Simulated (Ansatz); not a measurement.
# BF₂HO + HCl: a complex and its separated parts

Aim: how far the complex at one end of a reaction step lies below its separated, relaxed parts, level by level.

Program: Ansatz 0.2.0, Gaussian basis. Level of theory: PBE0-D4/def2-TZVP structures, single points in def2-TZVPP, no counterpoise correction. These are calculated values, not measurements.

Levels: SPW92, PBE-D4, BLYP-D4, r2SCAN-D4, B97M-V, PBE0-D4, B3LYP-D4, r2SCAN0-D4, BHLYP-D4, CAM-B3LYP-D4, wB97X-V, wB97M-V, B2PLYP, PBE-QIDH, RPA on PBE, Hartree-Fock, MP2, CCSD, CCSD(T).

Correlated methods freeze the cores. B3LYP uses VWN-RPA correlation. B2PLYP carries no dispersion term here.

94 further runs of the same task are left out: 94 set aside as unsound or not needed.

## 1. The starting structure

The complex: 7 atoms, charge 0, spin multiplicity 1.

Atoms are counted from 1 here; the program's logs count them from 0.

Bond lengths: B1–F3 1.322 Å, B1–F4 1.313 Å, B1–O6 1.353 Å, Cl2–H5 1.289 Å, O6–H7 0.961 Å. Angles: F3–B1–F4 119.3°, F3–B1–O6 121.7°, F4–B1–O6 119.0°, B1–O6–H7 114.1°.

As a file:

```xyz
7
charge 0, multiplicity 1
B    -0.9525   -0.6798    0.3418
Cl    2.8672    1.2258   -0.1826
F    -2.2299   -0.9039    0.0847
F    -0.3553   -1.3713    1.2848
H     1.6599    0.7741   -0.1698
O    -0.2419    0.2457   -0.3429
H    -0.7474    0.7092   -1.0161
```

Its parts: BF₂HO holds atoms 1, 3, 4, 6, 7; HCl holds atoms 2, 5. Each part counts its atoms afresh in its own runs.

## 2. Relaxing BF₂HO alone

relax-a/in.yaml

```yaml
crystal:
  periodic: [false, false, false]
  atoms:
    - {symbol: B, position_ang: [-0.952453, -0.679849, 0.341794]}
    - {symbol: F, position_ang: [-2.229914, -0.903867, 0.084730]}
    - {symbol: F, position_ang: [-0.355342, -1.371298, 1.284841]}
    - {symbol: O, position_ang: [-0.241943, 0.245711, -0.342899]}
    - {symbol: H, position_ang: [-0.747359, 0.709222, -1.016131]}
basis:
  gaussian: {orbitals: def2-TZVP}
hamiltonian: {xc: pbe0, dispersion: d4}
relax: {f_tol: 0.005, max_steps: 200}
```

The run is started by

```bash
$ ansatz run in.yaml --threads 4 --pin off --events-out ev --progress --plain --max-ram 9574MiB
```

Further steps of the session: Relaxing HCl alone; SPW92/def2-TZVPP; PBE-D4/def2-TZVPP; BLYP-D4/def2-TZVPP; r2SCAN-D4/def2-TZVPP; B97M-V/def2-TZVPP; PBE0-D4/def2-TZVPP; B3LYP-D4/def2-TZVPP; r2SCAN0-D4/def2-TZVPP; BHLYP-D4/def2-TZVPP; CAM-B3LYP-D4/def2-TZVPP; wB97X-V/def2-TZVPP; wB97M-V/def2-TZVPP; B2PLYP/def2-TZVPP; PBE-QIDH/def2-TZVPP; RPA on PBE/def2-TZVPP; CCSD(T)/def2-TZVPP; Vibrations of BF₂HO; Vibrations of HCl.

**Question.** What will these runs give? Wanted: complex less parts, CCSD(T)/def2-TZVPP; with zero-point energy; largest T1 diagnostic.

As calculated:

| quantity | value |
| --- | --- |
| complex less parts, CCSD(T)/def2-TZVPP | -0.143 eV |
| with zero-point energy | -0.094 eV |
| largest T1 diagnostic | 0.012 |

What this shows: At CCSD(T) the complex lies 0.143 eV below its parts. Among the functionals PBE-QIDH lands nearest to CCSD(T) (-0.004 eV) and SPW92 farthest (-0.123 eV). Mean unsigned error by rung: LDA 0.123, GGA 0.033, meta-GGA 0.019, hybrid 0.023, range-separated hybrid 0.017, double hybrid 0.005 eV. PBE-D4 gives a relative energy 0.040 eV too low, inside chemical accuracy (1 kcal/mol, 0.043 eV). No counterpoise was applied, and triple zeta lacks some correlation, so the CCSD(T) reference has a basis error of its own, and close matches with it are partly luck.
